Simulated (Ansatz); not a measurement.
**GaH7OSi (built from SMILES [OH][GaH2].[SiH4]): search for a transition state**

Aim: find the saddle point of a four-centre ligand exchange that is to form Ga1–Si6, O2–H5 and break Ga1–O2, H5–Si6, prove it by its vibrations, and relax downhill on both sides to see what it joins.

Computed with Ansatz 0.2.0, Gaussian basis. Level: PBE0-D4, def2-SVP first, then def2-TZVP.

152 further runs of the same task are left out: 152 set aside as unsound or not needed.

## Step 1: Where the work starts

The guess: 10 atoms, charge 0, spin multiplicity 1.

Atoms are counted from 1 here; the program's logs count them from 0.

Bond lengths: Ga1–O2 1.925 Å, Ga1–H3 1.576 Å, Ga1–H4 1.576 Å, Ga1–H5 1.835 Å, Ga1–Si6 2.545 Å, O2–H5 1.249 Å, O2–H7 0.961 Å, Si6–H8 1.483 Å, Si6–H9 1.475 Å, Si6–H10 1.476 Å. Angles: O2–Ga1–H3 111.2°, O2–Ga1–H4 110.9°, O2–Ga1–H5 38.7°, O2–Ga1–Si6 88.6°, H3–Ga1–H4 112.9°, H3–Ga1–H5 123.1°, H3–Ga1–Si6 115.5°, H4–Ga1–H5 122.7°, H4–Ga1–Si6 115.2°, H5–Ga1–Si6 49.9°, Ga1–O2–H5 66.7°, Ga1–O2–H7 168.7°, H5–O2–H7 124.5°, Ga1–H5–O2 74.5°, Ga1–Si6–H8 131.8°, Ga1–Si6–H9 102.0°, Ga1–Si6–H10 109.0°, H8–Si6–H9 102.8° and more.

Coordinates:

```mol
GaH7OSi
  3D, bonds by distance, orders not assigned

 10 10  0  0  0  0  0  0  0  0999 V2000
   -0.6596   -0.1460   -1.0608 Ga  0  0
    0.7752    1.1235   -1.2470 O   0  0
   -0.4503   -1.3875   -2.0086 H   0  0
   -2.0585    0.5510   -1.2635 H   0  0
    0.7034    0.6248   -0.1044 H   0  0
    0.0415   -0.4883    1.3616 Si  0  0
    1.4328    1.7699   -1.5191 H   0  0
    1.3211   -0.2304    2.0651 H   0  0
   -0.1379   -1.9421    1.5305 H   0  0
   -0.9678    0.1251    2.2462 H   0  0
  1  2  8  0
  1  3  8  0
  1  4  8  0
  1  5  8  0
  1  6  8  0
  2  5  8  0
  2  7  8  0
  6  8  8  0
  6  9  8  0
  6 10  8  0
M  END
```

Distances that are to change: Ga1–Si6 2.54 Å, O2–H5 1.25 Å, Ga1–O2 1.92 Å, H5–Si6 1.96 Å.

## Step 2: Constrained relaxation of the guess

Contents of hold/in.yaml:

```yaml
crystal:
  periodic: [false, false, false]
  atoms:
    - {symbol: Ga, position_ang: [-0.659600, -0.146000, -1.060800]}
    - {symbol: O, position_ang: [0.775200, 1.123500, -1.247000]}
    - {symbol: H, position_ang: [-0.450300, -1.387500, -2.008600]}
    - {symbol: H, position_ang: [-2.058500, 0.551000, -1.263500]}
    - {symbol: H, position_ang: [0.703400, 0.624800, -0.104400]}
    - {symbol: Si, position_ang: [0.041500, -0.488300, 1.361600]}
    - {symbol: H, position_ang: [1.432800, 1.769900, -1.519100]}
    - {symbol: H, position_ang: [1.321100, -0.230400, 2.065100]}
    - {symbol: H, position_ang: [-0.137900, -1.942100, 1.530500]}
    - {symbol: H, position_ang: [-0.967800, 0.125100, 2.246200]}
basis:
  gaussian: {orbitals: def2-SVP}
hamiltonian: {xc: pbe0, dispersion: d4}
relax: {f_tol: 0.04, max_steps: 150, escape_saddle: false, constraints: [{distance: [0, 5]}, {distance: [1, 4]}, {distance: [0, 1]}, {distance: [4, 5]}]}
```

Run with:

```console
$ ansatz run in.yaml --threads 4 --pin off --events-out ev --progress --plain --max-ram 9574MiB
```

The runs that follow: Force constants to start from; Saddle search in the small basis; Saddle search in triple zeta; Checking the order of the point; Relaxing after a step of 0.30 Å one way along the mode; Relaxing after a step of 0.30 Å the other way along the mode.

Before running it: what results should come out? Wanted: imaginary mode; barrier from the start side; barrier from the end side; energy of the step; pairs that change; zero-point energy at the saddle.

**Answer**, as computed:

| quantity | value |
| --- | --- |
| imaginary mode | 1314i cm⁻¹ |
| barrier from the start side | 112.7 kJ/mol |
| barrier from the end side | 119.2 kJ/mol |
| energy of the step | -6.4 kJ/mol |
| pairs that change | Ga1–Si6 formed, O2–H5 formed, Ga1–O2 loosened, H5–Si6 broken |
| zero-point energy at the saddle | 1.561 eV |

The point has a single imaginary mode (1314i cm⁻¹), as a transition state must. It joins the planned start and end. A bond meant to break is only loosened at the end: the products stay bound as an adduct. At PBE0-D4/def2-TZVP the electronic barrier is 112.7 kJ/mol, about 45 kT at 298 K, and the step runs 6.4 kJ/mol downhill. The barrier is thin enough for tunnelling; the leading (Wigner) term alone is a factor of 2.7 at 298 K. Lower complexes than these ends may exist.
